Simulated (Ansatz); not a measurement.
# TiBr2 (R-3m) in Ansatz: a series of runs

The runs below take TiBr2 through single point, with LDA+U.

All numbers are computed with Ansatz 0.2.0; they aren't measurements. Logs are shortened: lines on timing, memory, paths and dates and some standing lists are left out, and cuts for length are marked.

**1. The structure**

The structure is trigonal, space group R-3m (No. 166). The conventional cell has a = 4.143 Å, b = 4.143 Å, c = 18.790 Å, α = 90.00°, β = 90.00°, γ = 120.00°. Ti (site symmetry -3m) has 6 Br at 2.84 Å as nearest neighbours. Around Br (site symmetry 3m) lie 3 Ti at 2.84 Å.

The cell was built by a generator and needn't be a form met in nature.

**2. Single point, LDA+U, collinear spin, program default start**

input.yaml

```yaml
crystal:
  lattice:
    - [2.07167292, 1.19608092, 6.26344749]
    - [-2.07167292, 1.19608092, 6.26344749]
    - [0.0, -2.39216184, 6.26344749]
  atoms:
    - { symbol: Ti, position: [0.0, 0.0, 0.0] }
    - { symbol: Br, position: [0.252, 0.252, 0.252] }
    - { symbol: Br, position: [0.748, 0.748, 0.748] }
hamiltonian:
  xc: lda
  pseudopotentials: { kind: paw }
  hubbard: { sites: [{ species: Ti, l: d, u_eff: 7.0 }] }
magnetization:
  spin_polarized: true
  initial_magnetization: 0.0
  spin_locking: { lock_magnetization: hard }
kpoints:
  mp_grid: { grid: [5, 5, 5] }
scf:
  occupations: { method: gaussian, width: 0.05 }
output:
  forces: true
  stress: true
  eigenvalues: true
```

Potentials or basis: Ansatz PAW.

On the command line:

```
ansatz run input.yaml --threads 2 --pin off --max-ram 5632MiB --backend cpu --events-out ev --progress --plain --runs-dir out
```

The program printed:

```text
Warning: output.stress: scf.convergence.dr2_threshold = 1e-7 eV (the SCF's general default) is looser than the 3e-10 eV advised for a printed stress (1e-10 eV for each atom of the cell: 3). What an SCF threshold leaves in a stress goes as its square root, and in the free energy as the threshold itself, and one threshold admits the most on a small cell: of the crystals measured, under no hybrid functional and no lock of the moments, on runs that ended without the residual-converged pass, on stresses that held no estimate of that error, the worst erred by over 100 MPa in a component at 1e-7 eV an atom and by under 5 at 1e-10. Set scf.convergence.dr2_threshold to 3e-10 eV or tighter. The threshold is an SCF's pass mark: one that does not reach it within its budget of iterations ends unconverged, or closes short of it on a stop that the run arms, and scf.convergence.dr2_threshold's page says what that costs each kind of run
Warning: RAYON_NUM_THREADS=2 ignored (pool sized by the plan → 2); use --threads N
basis.fft_grid_basis auto: the FFT boxes are laid along the combinations [[1, 0, -1], [0, 1, -1], [0, 0, 1]] of the cell's own vectors, 4.143, 4.143 and 6.705 Å long. The dense box has 30×30×45 points. Along the cell's own vectors, as sized, it would have 45×45×45, 2.25 times as many. Of the 12 symmetry operations that the crystal satisfies within crystal.symmetry.tolerance (time reversal apart; of a slab, those that keep its plane) the dense box along the cell's own vectors carries 12, and the one as laid loses 8 of those. basis.fft_grid_basis: typed keeps the cell's own vectors: state it where this run's energies or levels are differenced outside the engine with another run's, or held beside a run that keeps those vectors.
Ti: projections on atomic orbitals take those of the free atom [Ne] 3s2 3p6 3d2 4s2, of charge +0.00 (hamiltonian.pseudopotentials.projection_atoms); the dataset's partial waves leave at most 4.1e-7 of an orbital's norm unspanned inside its sphere
Br: projections on atomic orbitals take those of the free atom [Ar 3d10] 4s2 4p5, of charge +0.00 (hamiltonian.pseudopotentials.projection_atoms); the dataset's partial waves leave at most 2.8e-6 of an orbital's norm unspanned inside its sphere
Engine: ansatz 0.2.0, x86_64-unknown-linux-gnu
Pseudopotentials: kind: paw
Pseudopotential: Ti, paw, valence charge 12, recommended cutoff 420 eV (normal), Ti.paw.azcp
Pseudopotential: Br, paw, valence charge 7, recommended cutoff 420 eV (normal), Br.paw.azcp
Functional definition: SPW92
  exchange = slater_x
  correlation = pw_c
Crystal: 3 atoms, lattice volume = 93.121 Å³
Basis set: ecut = 420 eV, 1809 PW (Γ), FFT grids on a1−a3, a2−a3, a3
Bands: 17, of which v1, the nominal top of the filled ones, is band 13 counted from 1 (12 counted from 0)
Symmetry: 12 space group operations
Space group: R-3m (ITA 166), of the structure as read, at distance tolerance 4.5e-5 Å
k-points: 19 of 125
Non-local potential: Ti, projectors of the file, l = 0: 3, l = 1: 2, l = 2: 3, l = 3: 1
Non-local potential: Br, projectors of the file, l = 0: 2, l = 1: 2, l = 2: 2
PAW form: soft (Blöchl's): semilocal exchange-correlation on the pseudo side does not see the compensation charge
PAW frozen core: Ti, regenerated for the run's functional, and the local potential with it (the file was generated under x = pbe(κ = 0.804, μ = 0.2195149727645171), c = pbe(β = 0.06672455060314922))
PAW frozen core: Br, regenerated for the run's functional, and the local potential with it (the file was generated under x = pbe(κ = 0.804, μ = 0.2195149727645171), c = pbe(β = 0.06672455060314922))
PAW one-centre angular grid: Ti, 590 points (default); XC on 64 Gauss nodes
PAW one-centre angular grid: Br, 110 points (default); XC on 64 Gauss nodes
Initial density: superposition of atomic densities (chi_scale 0.1, normalization cell, long waves kept (reshape's long-wave potential 0.09 eV rms))
Initial wavefunctions: pseudopotential atomic-orbital guess
Functional: x = slater, c = lda
SCF iter   1: F=—  HF=-7834.868071 eV  |F-HF|=—  |Δ(HF+E_count)|=         —  Δρ=3.68e-2 (↑3.68e-2 ↓3.68e-2)  dr2=1.13e1  dr2_m=0.00e0  M=0.000 μB ∫|m|=0.000 μB  β_m=0.30  ethr=3.10e-3  ⟨swp⟩=6.0  Hψ=1704  notcnv=0
preconditioner: auto → Kerker (q_TF=auto, 2.206 Å⁻¹)  [metal: Δε(μ)=0.019 eV  Ē_g=5.868 eV  σ=0.050 eV  W_gap=0.21  n_scr=22 (ndim 8)  ℏωp=16.3 eV  f_vac=0.038  D(μ)=16.77/eV (n_scr^D=286)]
spin=Collinear: Kerker preconditioning applied to the charge; magnetization (m = ρ↑ − ρ↓) channel mixes plain (no charge-response kernel on spin).
SCF iter   2: F=—  HF=-7833.786596 eV  |F-HF|=—  |Δ(HF+E_count)|=    1.08e0  Δρ=1.70e-2 (↑1.70e-2 ↓1.70e-2)  dr2=2.39e0  dr2_m=0.00e0  M=0.000 μB ∫|m|=0.000 μB  β_m=0.40  ethr=3.10e-3  ⟨swp⟩=3.0  Hψ=835  notcnv=0
SCF iter   3: F=—  HF=-7834.258910 eV  |F-HF|=—  |Δ(HF+E_count)|=   4.72e-1  Δρ=9.33e-3 (↑9.33e-3 ↓9.33e-3)  dr2=7.13e-1  dr2_m=0.00e0  M=0.000 μB ∫|m|=0.000 μB  β_m=0.59  ethr=3.10e-3  ⟨swp⟩=2.1  Hψ=541  notcnv=0
SCF iter   4: F=—  HF=-7834.517634 eV  |F-HF|=—  |Δ(HF+E_count)|=   2.59e-1  Δρ=2.65e-3 (↑2.65e-3 ↓2.65e-3)  dr2=8.20e-2  dr2_m=0.00e0  M=0.000 μB ∫|m|=0.000 μB  β_m=0.80  ethr=2.74e-3  ⟨swp⟩=3.1  Hψ=763  notcnv=0
SCF iter   5: F=—  HF=-7834.517858 eV  |F-HF|=—  |Δ(HF+E_count)|=   2.23e-4  Δρ=1.55e-3 (↑1.55e-3 ↓1.55e-3)  dr2=2.62e-2  dr2_m=0.00e0  M=0.000 μB ∫|m|=0.000 μB  β_m=0.80  ethr=3.15e-4  ⟨swp⟩=2.9  Hψ=593  notcnv=0
SCF iter   6: F=—  HF=-7834.519503 eV  |F-HF|=—  |Δ(HF+E_count)|=   1.65e-3  Δρ=1.06e-3 (↑1.06e-3 ↓1.06e-3)  dr2=5.16e-3  dr2_m=0.00e0  M=0.000 μB ∫|m|=0.000 μB  β_m=0.90  ethr=1.01e-4  ⟨swp⟩=2.5  Hψ=534  notcnv=0
SCF iter   7: F=—  HF=-7834.522771 eV  |F-HF|=—  |Δ(HF+E_count)|=   3.27e-3  Δρ=4.85e-4 (↑4.85e-4 ↓4.85e-4)  dr2=9.81e-4  dr2_m=0.00e0  M=0.000 μB ∫|m|=0.000 μB  β_m=0.95  ethr=1.98e-5  ⟨swp⟩=2.4  Hψ=616  notcnv=0
SCF iter   8: F=—  HF=-7834.523191 eV  |F-HF|=—  |Δ(HF+E_count)|=   4.20e-4  Δρ=2.10e-4 (↑2.10e-4 ↓2.10e-4)  dr2=1.50e-4  dr2_m=0.00e0  M=0.000 μB ∫|m|=0.000 μB  β_m=0.98  ethr=3.77e-6  ⟨swp⟩=2.1  Hψ=548  notcnv=0
SCF iter   9: F=—  HF=-7834.523314 eV  |F-HF|=—  |Δ(HF+E_count)|=   1.23e-4  Δρ=9.24e-5 (↑9.24e-5 ↓9.24e-5)  dr2=2.77e-5  dr2_m=0.00e0  M=0.000 μB ∫|m|=0.000 μB  β_m=0.99  ethr=5.76e-7  ⟨swp⟩=2.3  Hψ=587  notcnv=0
SCF iter  10: F=—  HF=-7834.523363 eV  |F-HF|=—  |Δ(HF+E_count)|=   4.84e-5  Δρ=3.60e-5 (↑3.60e-5 ↓3.60e-5)  dr2=3.56e-6  dr2_m=0.00e0  M=0.000 μB ∫|m|=0.000 μB  β_m=0.99  ethr=1.06e-7  ⟨swp⟩=2.3  Hψ=475  notcnv=0
SCF iter  11: F=—  HF=-7834.523372 eV  |F-HF|=—  |Δ(HF+E_count)|=   9.85e-6  Δρ=5.44e-6 (↑5.44e-6 ↓5.44e-6)  dr2=1.72e-7  dr2_m=0.00e0  M=0.000 μB ∫|m|=0.000 μB  β_m=1.00  ethr=1.37e-8  ⟨swp⟩=2.1  Hψ=586  notcnv=0
SCF iter  12: F=-7834.523373 eV  HF=-7834.523373 eV  |F-HF|=5.81e-9  |Δ(HF+E_count)|=   1.95e-7  Δρ=1.47e-6 (↑1.47e-6 ↓1.47e-6)  dr2=1.25e-8  dr2_m=0.00e0  M=0.000 μB ∫|m|=0.000 μB  ethr=3.85e-10  ⟨swp⟩=7.5  Hψ=1576  notcnv=0
SCF 1 converged in 12 iterations: F = -7834.523373 eV  dr2 = 1.25e-8
Following the negative reading down, search 1: the free energy F (with its fill's electron-count term) along its direction. At the converged state itself: F - F(close) = +2.365e-11 eV
[... 72 lines left out ...]
SCF 5 converged in 2 iterations: F = -7837.787408 eV  dr2 = 2.06e-9
Symmetry: 2 space group operations
k-points: 63 of 125
Initial wavefunctions: those read from a saved state, or passed on in memory by an earlier step or the calling program
iter 1 solved again at ethr=7.92e-12 eV; its pass at ethr=3.85e-6 eV (dr2=2.06e-9 eV) is discarded
SCF iter   1: F=—  HF=-7837.787408 eV  |F-HF|=—  |Δ(HF+E_count)|=         —  Δρ=1.56e-6 (↑1.56e-6 ↓1.27e-6)  dr2=2.06e-9  dr2_m=1.04e-9  M=0.000 μB ∫|m|=1.105 μB  ethr=7.92e-12  ⟨swp⟩=1.0  Hψ=13827  notcnv=0
spin=Collinear: Resta preconditioning applied to the charge; magnetization (m = ρ↑ − ρ↓) channel mixes plain (no charge-response kernel on spin).
SCF iter   2: F=—  HF=-7837.786012 eV  |F-HF|=—  |Δ(HF+E_count)|=   1.40e-3  Δρ=3.28e-4 (↑2.41e-4 ↓3.28e-4)  dr2=1.49e-4  dr2_m=8.30e-6  M=0.000 μB ∫|m|=1.104 μB  ethr=3.85e-6  ⟨swp⟩=3.9  Hψ=18131  notcnv=0
SCF iter   3: F=—  HF=-7837.787407 eV  |F-HF|=—  |Δ(HF+E_count)|=   1.40e-3  Δρ=1.90e-5 (↑1.90e-5 ↓1.58e-5)  dr2=2.19e-6  dr2_m=3.95e-8  M=0.000 μB ∫|m|=1.105 μB  ethr=1.41e-6  ⟨swp⟩=3.8  Hψ=9204  notcnv=0
SCF iter   4: F=-7837.787408 eV  HF=-7837.787408 eV  |F-HF|=3.41e-10  |Δ(HF+E_count)|=   1.13e-6  Δρ=9.90e-7 (↑9.84e-7 ↓9.90e-7)  dr2=1.12e-9  dr2_m=3.95e-10  M=0.000 μB ∫|m|=1.105 μB  ethr=3.85e-10  ⟨swp⟩=2.1  Hψ=5931  notcnv=0
SCF 6 converged in 4 iterations: F = -7837.787408 eV  dr2 = 1.12e-9
an SCF along what the orbitals of the run's state read of its open shells (or to have them read: on a GPU, or by another smearing), with 10 of the crystal's symmetry operations given up (63 k-points in place of 19), reached no lower state that the run goes on to. This is no proof of a minimum
iter 1 solved again at ethr=7.92e-12 eV; its pass at ethr=3.85e-6 eV (dr2=2.06e-9 eV) is discarded
SCF iter   1: F=—  HF=-7837.787408 eV  |F-HF|=—  |Δ(HF+E_count)|=         —  Δρ=1.56e-6 (↑1.56e-6 ↓1.27e-6)  dr2=2.06e-9  dr2_m=1.04e-9  M=0.000 μB ∫|m|=1.105 μB  ethr=7.92e-12  ⟨swp⟩=1.0  Hψ=13827  notcnv=0
spin=Collinear: Resta preconditioning applied to the charge; magnetization (m = ρ↑ − ρ↓) channel mixes plain (no charge-response kernel on spin).
SCF iter   2: F=—  HF=-7837.783121 eV  |F-HF|=—  |Δ(HF+E_count)|=   4.29e-3  Δρ=2.68e-4 (↑2.34e-4 ↓2.68e-4)  dr2=1.46e-4  dr2_m=8.75e-6  M=0.000 μB ∫|m|=1.104 μB  ethr=3.85e-6  ⟨swp⟩=3.9  Hψ=18098  notcnv=0
SCF iter   3: F=—  HF=-7837.787404 eV  |F-HF|=—  |Δ(HF+E_count)|=   4.28e-3  Δρ=1.50e-5 (↑1.50e-5 ↓1.33e-5)  dr2=9.03e-7  dr2_m=2.90e-8  M=0.000 μB ∫|m|=1.105 μB  ethr=2.24e-6  ⟨swp⟩=3.9  Hψ=10038  notcnv=0
SCF iter   4: F=-7837.787408 eV  HF=-7837.787408 eV  |F-HF|=1.10e-9  |Δ(HF+E_count)|=   4.58e-6  Δρ=1.31e-6 (↑1.31e-6 ↓8.98e-7)  dr2=2.31e-9  dr2_m=5.85e-10  M=0.000 μB ∫|m|=1.105 μB  ethr=3.85e-10  ⟨swp⟩=2.4  Hψ=6843  notcnv=0
SCF 7 converged in 4 iterations: F = -7837.787408 eV  dr2 = 2.31e-9
an SCF along what the orbitals of the run's state read of its open shells (or to have them read: on a GPU, or by another smearing), with 10 of the crystal's symmetry operations given up (63 k-points in place of 19), reached no lower state that the run goes on to. This is no proof of a minimum
SCF converged after 2 iterations
Stability not told: the SCF's own minimisation came to no verdict on its close; the lowest value that the minimisation read is 2.6e-2 (residual 4.6e-4): no lower mode is shown, and none is ruled out
Magnetization: 0.0000 μB (13.0000 up, 13.0000 down)
Absolute magnetization: 1.3266 μB (∫|ρ↑−ρ↓|, with the PAW one-centre terms)
Spin contamination: 0.9996 ħ² per cell (⟨S²⟩ above its minimum at these occupations)
Per-site moments (μB) at R_I (Å): [(5.316302795526099e-5, 1.1709538655939682), (0.00010250251324210176, 1.1709538655939684), (0.00010250251324201015, 1.1709538655939682)]
Free energy (F): -7837.787408 eV
Harris-Foulkes:  -7837.787408 eV  (|F-HF|=2.00e-9)
Internal energy: -7837.787408 eV  (E = F + TS)
E sigma→0 (E₀):  -7837.787408 eV
Fermi energy:    4.331567 (↑ 4.331369, ↓ 4.332160) eV
--- Per-component energies (eV) ---
  E_band       = -309.579888
  E_kinetic    = 534.391095
  E_local      = -1956.606374  (includes V_loc(G=0)·N_el)
  E_nonlocal   = 160.340441
  E_hartree    = 741.050031
  E_xc         = -615.845321
  E_vxc        = -327.095293  (∫ρ·V_xc dr)
  E_hubbard    = 1.391384  (on-site DFT+U / exact-exchange correction)
  E_vhub       = -5.641188  (the Hubbard potential's part of the band-sum identity)
  E_paw        = -5321.602321  (= ΣΔE_a)
  E_vpaw       = -197.069562  (= ΣTr[D̂ρ^β])
  E_aug_tail   = 0.000080  (compensation charges beyond the density's cutoff)
  E_ewald      = -1381.645396
  E_core_change = 0.738973  (= ΣΔE_core)
  E_smearing   = -0.000000  (= −TS)
  E_closure    = -0.000000  (closes the sum)
  Σ components = -7837.787408   (vs F -7837.787408, Δ=0.00e0)
--- Forces (eV/Å), atoms counted from 1 ---
  atom   1  Ti     0.00000000     0.00000000     0.00000000
  atom   2  Br    -0.00493159    -0.00284725     0.45350703
  atom   3  Br     0.00493159     0.00284725    -0.45350703
  max |Σ_I F_I| component: 6.94e-18 eV/Å
--- Stress (GPa, compression-positive) ---
       -3.712937      -0.058276       0.027470
       -0.058276      -3.645646       0.015860
        0.027512       0.015884      -3.015082
  P = ⅓ Tr σ = -3.4579 GPa (-34.579 kbar)
--- Band table (eV; the first three rows and the last of 78) ---
  k-point 0 ↑: bands = ["-52.6863", "-29.6458", "-29.2898", "-28.7761", "-11.1110", "-10.5890", "-0.3375", "0.7519", "1.3935", "1.5367", "2.0212", "2.0261", "2.4353", "6.2274", "7.9727", "8.1059", "8.3087"]
  k-point 1 ↑: bands = ["-52.6862", "-29.6454", "-29.2936", "-28.7776", "-10.9882", "-10.5558", "-0.1709", "0.3008", "1.0358", "1.3244", "1.5010", "1.9481", "2.2872", "7.4221", "8.1122", "8.3468", "8.3641"]
  k-point 2 ↑: bands = ["-52.6856", "-29.6450", "-29.2999", "-28.7800", "-10.7323", "-10.5472", "-0.7597", "0.2577", "0.8266", "1.1005", "1.2742", "1.5371", "2.0067", "8.1110", "8.3478", "8.3666", "8.6290"]
  k-point 38 ↓: bands = ["-52.6878", "-29.7417", "-29.0429", "-28.9476", "-10.6971", "-10.5837", "-0.9774", "0.1746", "1.0982", "1.2585", "1.3193", "1.4791", "1.8871", "8.1178", "8.3326", "8.4084", "8.6621"]
Occupation matrices written to <dir>
```

Run time: 2.1 min. Hardware: 2 threads of Intel Xeon at 2.70GHz, shared host; peak memory 0.79 GiB.

Results:

* Free energy: -7837.7874 eV
* Pressure: -3.5 GPa
* Largest force: 0.454 eV/Å
* Net moment: 0.00 μB per cell
* Absolute moment: 1.33 μB per cell

Forces on the atoms (eV/Å):
```
Ti   0.000  0.000  0.000
Br  -0.005 -0.003  0.454
Br   0.005  0.003 -0.454
```

Eigenvalues of the final occupation matrices:
```
  site  spin  trace               eigenvalues
site 1     1   1.20  0.02 0.02 0.09 0.09 0.99
site 1     2   1.20  0.02 0.02 0.09 0.09 0.99
```

Caveat: the magnetic or orbital state may not be the lowest; the total moment is fixed, so each spin has its own Fermi level; the PAW data sets come from PBE, with cores solved anew for the run's functional, which leaves a small shift of forces and pressure; the thresholds are loose for stress.

**3. Single point, LDA+U, collinear spin, random start**

Changes to input.yaml since step 2:

```diff
@@ -6,3 +6,3 @@
   atoms:
-    - { symbol: Ti, position: [0.0, 0.0, 0.0] }
+    - { symbol: Ti, position: [0.0, 0.0, 0.0], spin: -0.69 }
     - { symbol: Br, position: [0.252, 0.252, 0.252] }
@@ -15,4 +15,2 @@
   spin_polarized: true
-  initial_magnetization: 0.0
-  spin_locking: { lock_magnetization: hard }
 kpoints:
@@ -25 +23,5 @@
   eigenvalues: true
+  write_density: true
+  write_potential: true
+  elf: true
+  volumetric_format: npy
```

Potentials or basis: Ansatz PAW.

On the command line:

```
ansatz run input.yaml --threads 2 --pin off --max-ram 5632MiB --backend cpu --events-out ev --progress --plain --runs-dir out
```

It took 21 s on 2 threads of Intel Xeon at 2.70GHz, shared host; peak memory 0.61 GiB.

Results (log left out):

```
Free energy            : -7838.2460 eV
Pressure               : -3.3 GPa
Largest force          : 0.436 eV/Å
Band gap on the k mesh : 3.64 eV, direct
Net moment             : -2.00 μB per cell
Absolute moment        : 2.11 μB per cell
Site moments           : Ti -1.72; Br +0.02 μB
```

Forces on the atoms (eV/Å):
```
Ti   0.000  0.000  0.000
Br   0.000  0.000  0.436
Br   0.000  0.000 -0.436
```

Stress tensor (GPa, compression positive):
```
-3.48  0.00  0.00
 0.00 -3.48  0.00
 0.00  0.00 -2.92
```

Levels at points of the mesh, in eV from the valence-band top:
Spin up:
```
           k point  band 8  band 9  band 10  band 11  band 12  band 13  band 14  band 15  band 16  band 17
(0.00, 0.00, 0.00)   -0.99   -0.99    -0.40    -0.40     0.00     3.97     5.69     6.23     6.45     6.45
```
Spin down:
| k point | band 10 | band 11 | band 12 | band 13 | band 14 | band 15 | band 16 | band 17 | band 18 |
| --- | --- | --- | --- | --- | --- | --- | --- | --- | --- |
| (0.00, 0.00, 0.00) | -0.98 | -0.98 | -0.43 | -0.43 | -0.01 | 3.64 | 5.26 | 5.40 | 5.53 |

Eigenvalues of the final occupation matrices:
| site | spin | trace | eigenvalues |
| --- | --- | --- | --- |
| site 1 | 1 | 0.20 | 0.02 0.02 0.02 0.08 0.08 |
| site 1 | 2 | 2.20 | 0.02 0.10 0.10 1.00 1.00 |

Caveat: the magnetic or orbital state may not be the lowest; odd divisions of the mesh miss points on the zone boundary, where band edges often lie, so the gap on the mesh can be too wide; the PAW data sets come from PBE, with cores solved anew for the run's functional, which leaves a small shift of forces and pressure. The state reached can hang on the start; a lower one may exist.
